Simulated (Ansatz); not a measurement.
# LaAs2Rh2: the cost of one run

All numbers are computed with Ansatz 0.2.0 through its Python package. The levels of theory stand in the script.

### Step 1. The structure

The structure is tetragonal, space group P4/nmm (No. 129). Conventional cell: a = 4.347 Å, b = 4.347 Å, c = 9.869 Å, α = 90.00°, β = 90.00°, γ = 90.00°. La (site symmetry 4mm) has 8 As at 3.26 to 3.29 Å and 9 Rh at 3.32 to 3.57 Å as nearest neighbours. As (site symmetry -4m2) has 4 Rh at 2.46 Å and 4 La at 3.26 Å as nearest neighbours. As (site symmetry 4mm) is surrounded by 5 Rh at 2.46 to 2.55 Å and 4 La at 3.29 Å. Around Rh (site symmetry -4m2) lie 4 As at 2.55 Å. Around Rh (site symmetry 4mm) lie 5 As at 2.46 Å.

No structure file is read: the coordinates are typed or built in the script.

### Step 2. Script

Contents of lattice_laas2rh2.py:

```python
# -*- coding: utf-8 -*-
import logging
import sys

import ansatz as az
from ase import Atoms
import numpy as np

logging.basicConfig(stream=sys.stdout, format="%(name)s: %(message)s")
logger = logging.getLogger("run")
logger.setLevel(logging.INFO)

def edges_and_angles(cell):
    cell = np.asarray(cell)
    a, b, c = np.linalg.norm(cell, axis=1)
    cosines = cell[1] @ cell[2] / (b * c), cell[0] @ cell[2] / (a * c), cell[0] @ cell[1] / (a * b)
    return (a, b, c, *np.degrees(np.arccos(cosines)))


def main():
    atoms = Atoms(
        ["La", "La", "As", "As", "As", "As", "Rh", "Rh", "Rh", "Rh"],
        scaled_positions=[
            (0.0, 0.5, 0.25427),
            (0.5, 0.0, 0.74573),
            (0.0, 0.0, 0.5),
            (0.5, 0.5, 0.5),
            (0.0, 0.5, 0.86566),
            (0.5, 0.0, 0.13434),
            (0.0, 0.0, 0.0),
            (0.5, 0.5, 0.0),
            (0.0, 0.5, 0.61606),
            (0.5, 0.0, 0.38394),
        ],
        cell=[
            (4.3468, 0.0, 0.0),
            (0.0, 4.3468, 0.0),
            (0.0, 0.0, 9.86893),
        ],
        pbc=True,
    )
    laas2rh2 = az.Crystal.from_ase(atoms)

    job = laas2rh2.calculation()
    job = job.occupations(az.OccupationsMethod.FERMI_DIRAC, width=0.1).kpoints(6, 6, 3)
    job = job.basis(470).relax(cell=True)

    levels = [("pbesol", "none"), ("pbesol", "d3bj"), ("blyp", "d3bj")]
    logger.info("level            a       b       c    alpha   beta  gamma  V/atom  steps")
    for name, dispersion in levels:
        seen = []
        run = job.functional(name, dispersion=dispersion).session().plan()
        done = run.execute(on_event=lambda e: seen.append(e) if e["event"] == "relax_step" else None)
        cell = done.lattice.cell_ang
        label = name if dispersion == "none" else f"{name}+{dispersion}"
        print("{:13s} {:7.4f} {:7.4f} {:7.4f} {:6.2f} {:6.2f} {:6.2f}".format(label, *edges_and_angles(cell)), f"{abs(np.linalg.det(cell)) / len(done.lattice.sites):7.3f} {len(seen):5d}")


if __name__ == "__main__":
    main()
```

### Step 3. The run

The run is started by

```sh
python lattice_laas2rh2.py
```

Q: Estimate wall time and peak memory on 1 thread of Arm Neoverse V2, shared host.

About 6.9 min, with a peak of 0.76 GiB.
